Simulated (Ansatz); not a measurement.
# CH₇BSi₂: a ladder of functionals and wavefunction methods

How much do the methods differ for CH₇BSi₂? The plan is to run it at one geometry with functionals of several rungs and with coupled cluster. The yardstick is the atomisation energy at the CCSD(T) limit.

Method: functionals in def2-TZVPP, the program's frozen cores in correlated methods; program: Ansatz 0.2.0, Gaussian basis.

Plan: LDA (SPW92), PBE-D4, revPBE-D4, BLYP-D4, r2SCAN-D4, B97M-V, PBE0-D4, B3LYP-D4, r2SCANh-D4, r2SCAN0-D4, HSE06-D4, BHLYP-D4, CAM-B3LYP-D4, LC-ωPBE, ωB97X-V, ωB97M-V, B2PLYP, PBE-QIDH; CCSD(T)/def2-SVP; CCSD(T)/def2-TZVPP; MP2/def2-QZVPP; extrapolation to the limit; RPA on PBE.

## 1. Structure used throughout

An earlier PBE0-D4 in a triple-zeta def2 set relaxation fixed the geometry.

SMILES `BC1[SiH2][SiH2]1`, 11 atoms, charge 0, spin multiplicity 1.

Atoms are counted from 1 here; the program's logs count them from 0.

Bond lengths: B1–C2 1.509 Å, B1–H5 1.198 Å, B1–H6 1.203 Å, C2–Si3 1.878 Å, C2–Si4 1.972 Å, C2–H7 1.089 Å, Si3–Si4 2.236 Å, Si3–H8 1.480 Å, Si3–H9 1.478 Å, Si4–H10 1.479 Å, Si4–H11 1.481 Å. Angles: C2–B1–H5 121.1°, C2–B1–H6 120.1°, H5–B1–H6 118.8°, B1–C2–Si3 120.7°, B1–C2–Si4 95.1°, B1–C2–H7 118.8°, Si3–C2–Si4 71.0°, Si3–C2–H7 119.6°, Si4–C2–H7 113.1°, C2–Si3–Si4 56.5°, C2–Si3–H8 115.6°, C2–Si3–H9 117.1°, Si4–Si3–H8 117.9°, Si4–Si3–H9 123.1°, H8–Si3–H9 114.1°, C2–Si4–Si3 52.6°, C2–Si4–H10 116.4°, C2–Si4–H11 111.8° and more.

Coordinates:

```xyz
11

B    -0.7750    1.3517   -0.3009
C    -0.7913   -0.1316   -0.0228
Si    0.3046   -0.8676    1.3136
Si    0.9999   -0.4714   -0.7746
H    -1.5310    1.8409   -1.0915
H     0.0369    2.0570    0.2377
H    -1.5684   -0.7429   -0.4784
H     0.0022   -2.2669    1.6881
H     0.6483    0.0029    2.4580
H     1.7657    0.7155   -1.2147
H     0.9731   -1.5446   -1.7942
```

## 2. LDA

This LDA is Slater exchange with PW92 correlation.

The input, in.yaml:

```yaml
crystal:
  periodic: [false, false, false]
  atoms:
    - {symbol: B, position_ang: [-0.775000, 1.351717, -0.300851]}
    - {symbol: C, position_ang: [-0.791349, -0.131631, -0.022764]}
    - {symbol: Si, position_ang: [0.304553, -0.867577, 1.313640]}
    - {symbol: Si, position_ang: [0.999938, -0.471364, -0.774572]}
    - {symbol: H, position_ang: [-1.530964, 1.840855, -1.091450]}
    - {symbol: H, position_ang: [0.036877, 2.057002, 0.237705]}
    - {symbol: H, position_ang: [-1.568373, -0.742906, -0.478387]}
    - {symbol: H, position_ang: [0.002228, -2.266937, 1.688091]}
    - {symbol: H, position_ang: [0.648342, 0.002871, 2.458031]}
    - {symbol: H, position_ang: [1.765716, 0.715526, -1.214670]}
    - {symbol: H, position_ang: [0.973135, -1.544559, -1.794175]}
basis:
  gaussian: {orbitals: def2-TZVPP}
hamiltonian: {xc: lda}
output: {orbitals: {seedname: orbitals}}
```

The run is started by

```console
ansatz run in.yaml --threads 2 --pin off --events-out ev --progress --plain --max-ram 4352MiB
```

Further steps of the session: PBE-D4 (GGA); revPBE-D4 (GGA); BLYP-D4 (GGA); r2SCAN-D4 (meta-GGA); B97M-V (meta-GGA); B3LYP-D4 (hybrid); r2SCANh-D4 (hybrid); r2SCAN0-D4 (hybrid); HSE06-D4 (hybrid); BHLYP-D4 (hybrid); CAM-B3LYP-D4 (range-separated); LC-ωPBE (range-separated); ωB97X-V (range-separated); ωB97M-V (range-separated); B2PLYP (double hybrid); PBE-QIDH (double hybrid); CCSD(T) in def2-SVP; CCSD(T) in def2-TZVPP; MP2 in def2-QZVPP; RPA on PBE orbitals.

Q: Predict the results of all the runs planned. Wanted: atomisation energy, CCSD(T)/CBS; farthest beyond LDA; mean size of error, GGA; mean size of error, meta-GGA; mean size of error, hybrid; mean size of error, range-separated; mean size of error, double hybrid; gap, smallest and largest; T1 diagnostic.

**Answer**, as computed:

```
                               quantity                                                                     value
        atomisation energy, CCSD(T)/CBS                                                             3625.5 kJ/mol
 functionals within 18.1 kJ/mol (0.5 %)  PBE0-D4, B3LYP-D4, r2SCAN0-D4, HSE06-D4, CAM-B3LYP-D4, LC-ωPBE, PBE-QIDH
                    farthest beyond LDA                                                     B97M-V (+45.6 kJ/mol)
                mean size of error, GGA                                                               30.4 kJ/mol
           mean size of error, meta-GGA                                                               39.7 kJ/mol
             mean size of error, hybrid                                                               16.9 kJ/mol
    mean size of error, range-separated                                                               20.9 kJ/mol
      mean size of error, double hybrid                                                               21.9 kJ/mol
              gap, smallest and largest                                 4.20 eV (LDA (SPW92)), 10.87 eV (LC-ωPBE)
                          T1 diagnostic                                                                    0.0136
triples share of the correlation energy                                                                     4.2 %
```

In words: LDA overbinds by 441.4 kJ/mol (12 %). PBE-D4 is off by +29.3 kJ/mol. Double hybrids carry the basis error of their MP2 part in triple zeta, and no dispersion term here, so their miss is partly the set-up's. Taken by rung, hybrid functionals do best (16.9 kJ/mol on average) and meta-GGA ones worst beyond LDA (39.7 kJ/mol). The gap between the best rungs is small, so their order is not settled. The reference freezes the cores and leaves out relativity and excitations past (T), so misses under about 18.1 kJ/mol can't be ranked. Hartree-Fock recovers 76 % of the binding; the rest is correlation. CCSD(T) in def2-SVP is off by -204.2 kJ/mol, more than most functionals: a good method in a small basis is no reference. The gap grows from 4.2 to 10.9 eV across the functionals, mostly with the share of exact exchange.
